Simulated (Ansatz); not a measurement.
# K2LaAlF6: the cost of one run

All numbers below are computed with Ansatz 0.2.0 (DFT PBE, plane waves, PAW, scalar-relativistic, no spin polarisation).

### 1 The structure to begin with

The cell holds 10 atoms (AlF6K2La): a = 5.867 Å, b = 5.315 Å, c = 5.412 Å, α = 85.08°, β = 100.16°, γ = 100.97°.

As a file:

```xyz
10
Lattice="5.7809 -0.4183 -0.9069 -0.5643 5.2599 0.5178 -0.1255 -0.0767 5.4096" Properties=species:S:1:pos:R:3 pbc="T T T"
K    -0.1813    3.6436    0.7294
K     3.4320    0.0570    0.4584
La    0.3317    1.4411    3.4208
Al    1.4106    4.2304    3.5647
F     3.4308    2.5606    1.0240
F     3.0233    3.4626    4.5554
F     4.9907    3.8859    2.2228
F     0.1490    0.8428    0.9055
F     3.5128    0.3104    3.3024
F     3.8595    4.2554    3.3523
```

### 2 Dynamics

input.yaml

```yaml
crystal:
  lattice:
    - [5.780929, -0.418349, -0.906919]
    - [-0.564329, 5.259859, 0.517785]
    - [-0.125455, -0.076696, 5.409555]
  atoms:
    - { symbol: K, position: [0.038289, 0.696842, 0.074547] }
    - { symbol: K, position: [0.603576, 0.061473, 0.180041] }
    - { symbol: La, position: [0.099261, 0.290941, 0.621154] }
    - { symbol: Al, position: [0.339856, 0.840576, 0.635483] }
    - { symbol: F, position: [0.651753, 0.542257, 0.246668] }
    - { symbol: F, position: [0.612256, 0.719777, 0.87585] }
    - { symbol: F, position: [0.954223, 0.82186, 0.492205] }
    - { symbol: F, position: [0.045453, 0.16617, 0.159095] }
    - { symbol: F, position: [0.634661, 0.119769, 0.705418] }
    - { symbol: F, position: [0.767926, 0.879801, 0.664228] }
kpoints:
  mp_grid: { grid: [3, 3, 3] }
magnetization:
  spin_polarized: false
scf:
  occupations: { method: fermi_dirac, width: 0.05 }
hamiltonian:
  pseudopotentials: { kind: paw }
  xc: pbe
basis:
  ecutwfc: 420
md:
  timestep: 1.5
  n_steps: 60
  ensemble: nvt_nose_hoover
  temperature: 100.0
  initial_velocities: maxwell_boltzmann
  seed: 15322
```

The run is started by

```
$ ansatz run input.yaml --threads 2 --pin off --max-ram 2560MiB --backend cpu --events-out ev --progress --plain --runs-dir out
```

What time and memory should one allow on 2 threads of Arm Neoverse N1, shared host?

About 8.1 min, with a peak of 0.52 GiB.
